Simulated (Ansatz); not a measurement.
## C₂H₃Ge, SMILES [C]#[C][GeH3]: a rigid scan of one bond length

Program: Ansatz's Python interface.

`c2h3ge.py`:
```python
"""Potential curve of C2H3Ge along one bond."""

from dataclasses import dataclass

import ansatz as az
import numpy as np


@dataclass
class Settings:
    basis_set: str = "def2-SVP"
    xc: str = "r2scan"


settings = Settings()


def main() -> None:
    geometry_ang = [
        ("C", (1.0984, -2.0426, 1.1444)),
        ("C", (0.5414, -1.0499, 0.5894)),
        ("Ge", (-0.281, 0.4484, -0.2758)),
        ("H", (-1.4373, -0.0004, -1.0383)),
        ("H", (0.7678, 1.0668, -1.2701)),
        ("H", (-0.6471, 1.5136, 0.8041)),
    ]
    molecule = az.Crystal.molecule()
    for symbol, xyz in geometry_ang:
        molecule = molecule.atom(symbol, xyz)

    symbols = [site.symbol for site in molecule.cartesian_sites]
    start = np.array([site.position_ang for site in molecule.cartesian_sites])
    axis = (start[5] - start[2]) / np.linalg.norm(start[5] - start[2])
    moving = [5]
    lengths, energies = [1.373, 1.436, 1.498, 1.56, 1.623, 1.685, 1.748, 1.841], []
    for length in lengths:
        xyz = start.copy()
        xyz[moving] += (length - np.linalg.norm(start[5] - start[2])) * axis
        point = az.Crystal.molecule()
        for symbol, place in zip(symbols, xyz):
            point = point.atom(symbol, place.tolist())
        job = (
            point.calculation()
            .basis(gaussian=settings.basis_set)
            .functional(settings.xc)
            .spin("collinear", total=1)
        )
        r = job.run(threads=1).report
        energies.append(r["free_energy_ev"])
        print(f"r = {length:6.3f} A  E = {energies[-1]:.5f} eV  <S^2> = {abs(r['mean_field']['state']['spin_squared']):.3f}")

    # quartic fit about the minimum
    fit = np.polynomial.Polynomial.fit(lengths, np.array(energies) - min(energies), 4).convert()
    roots = [r.real for r in fit.deriv().roots() if abs(r.imag) < 1e-9 and fit.deriv(2)(r.real) > 0]
    r_e = min(roots, key=lambda r: abs(r - lengths[int(np.argmin(energies))]))
    print(f"minimum of the fit at {r_e:.4f} A, force constant {fit.deriv(2)(r_e):.2f} eV/A^2")


if __name__ == "__main__":
    main()
```

`python c2h3ge.py` gives:
```text
r =  1.373 A  E = -58625.13276 eV  <S^2> = 0.823
r =  1.436 A  E = -58625.31757 eV  <S^2> = 0.823
r =  1.498 A  E = -58625.39746 eV  <S^2> = 0.823
r =  1.560 A  E = -58625.39972 eV  <S^2> = 0.823
r =  1.623 A  E = -58625.34154 eV  <S^2> = 0.824
r =  1.685 A  E = -58625.23952 eV  <S^2> = 0.824
r =  1.748 A  E = -58625.10221 eV  <S^2> = 0.824
r =  1.841 A  E = -58624.85697 eV  <S^2> = 0.825
minimum of the fit at 1.5304 A, force constant 17.61 eV/A^2
```

Reading the output:
- Total energies depend on the basis set; only differences at equal settings carry meaning.
- The rest of the molecule is held rigid at a force-field or estimated start geometry, and the basis set is modest; single-reference methods fail as a bond breaks.
- The species is open-shell (spin multiplicity 2).
- The expectation value of S² is noticeably off S(S+1) in at least one run, so that state is spin-contaminated.
- Finished in 68 s on 1 thread of Intel(R) Xeon(R) Processor @ 2.30GHz (shared host), peak memory 0.3 GiB.
